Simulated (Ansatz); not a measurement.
What does this script print? It uses the Python package of Ansatz (0.2.0).

Script `ch4alfs.py`:
```python
"""Stretching a bond of CH4AlFS, the rest held rigid."""

import ansatz as az
import numpy as np

BASIS = "cc-pVDZ"
METHOD = "mp2"

GEOMETRY = """
C    -0.70550    1.07220   -0.16790
S    -1.02750   -0.55370   -0.85380
Al    0.81060   -1.44310    0.07860
F     0.83640   -2.14700    1.74040
H     0.21060    1.52160   -0.56690
H    -1.57780    1.79510   -0.51790
H    -0.72490    1.08920    0.93400
H     2.27030   -1.39130   -0.70230
"""

mol = az.Crystal.molecule()
for line in GEOMETRY.strip().splitlines():
    symbol, *xyz = line.split()
    mol = mol.atom(symbol, [float(v) for v in xyz])

symbols = [site.symbol for site in mol.cartesian_sites]
start = np.array([site.position_ang for site in mol.cartesian_sites])
axis = (start[5] - start[0]) / np.linalg.norm(start[5] - start[0])
moving = [5]
lengths, energies = [1.043, 1.091, 1.138, 1.186, 1.233, 1.281, 1.328, 1.399], []
for length in lengths:
    xyz = start.copy()
    xyz[moving] += (length - np.linalg.norm(start[5] - start[0])) * axis
    point = az.Crystal.molecule()
    for symbol, place in zip(symbols, xyz):
        point = point.atom(symbol, place.tolist())
    calculation = point.calculation().basis(gaussian=BASIS).correlation(METHOD).accuracy("medium")
    summary = calculation.run(threads=1, pin="off").report
    energies.append(summary["free_energy_ev"])
    print(f"r = {length:6.3f} A  E = {energies[-1]:.5f} eV  <S^2> = {abs(summary['mean_field']['state']['spin_squared']):.3f}")

# quartic fit about the minimum
fit = np.polynomial.Polynomial.fit(lengths, np.array(energies) - min(energies), 4).convert()
roots = [r.real for r in fit.deriv().roots() if abs(r.imag) < 1e-9 and fit.deriv(2)(r.real) > 0]
r_e = min(roots, key=lambda r: abs(r - lengths[int(np.argmin(energies))]))
print(f"minimum of the fit at {r_e:.4f} A, force constant {fit.deriv(2)(r_e):.2f} eV/A^2")
```

Running `python ch4alfs.py` prints:
```text
r =  1.043 A  E = -21216.83078 eV  <S^2> = 0.000
r =  1.091 A  E = -21216.89661 eV  <S^2> = 0.000
r =  1.138 A  E = -21216.87931 eV  <S^2> = 0.000
r =  1.186 A  E = -21216.79825 eV  <S^2> = 0.000
r =  1.233 A  E = -21216.67217 eV  <S^2> = 0.000
r =  1.281 A  E = -21216.50810 eV  <S^2> = 0.000
r =  1.328 A  E = -21216.32234 eV  <S^2> = 0.000
r =  1.399 A  E = -21216.01047 eV  <S^2> = 0.000
minimum of the fit at 1.1031 A, force constant 33.89 eV/A^2
```

The settings weren't tested for convergence. The rest of the molecule is held rigid at a force-field or estimated start geometry, and the basis set is modest; single-reference methods fail as a bond breaks. The orbitals are restricted, so S² is zero by construction. S² is that of the Hartree-Fock reference. Timing: 7.2 s on 1 thread of Arm Neoverse V2, on a shared host, peak memory 0.21 GiB.
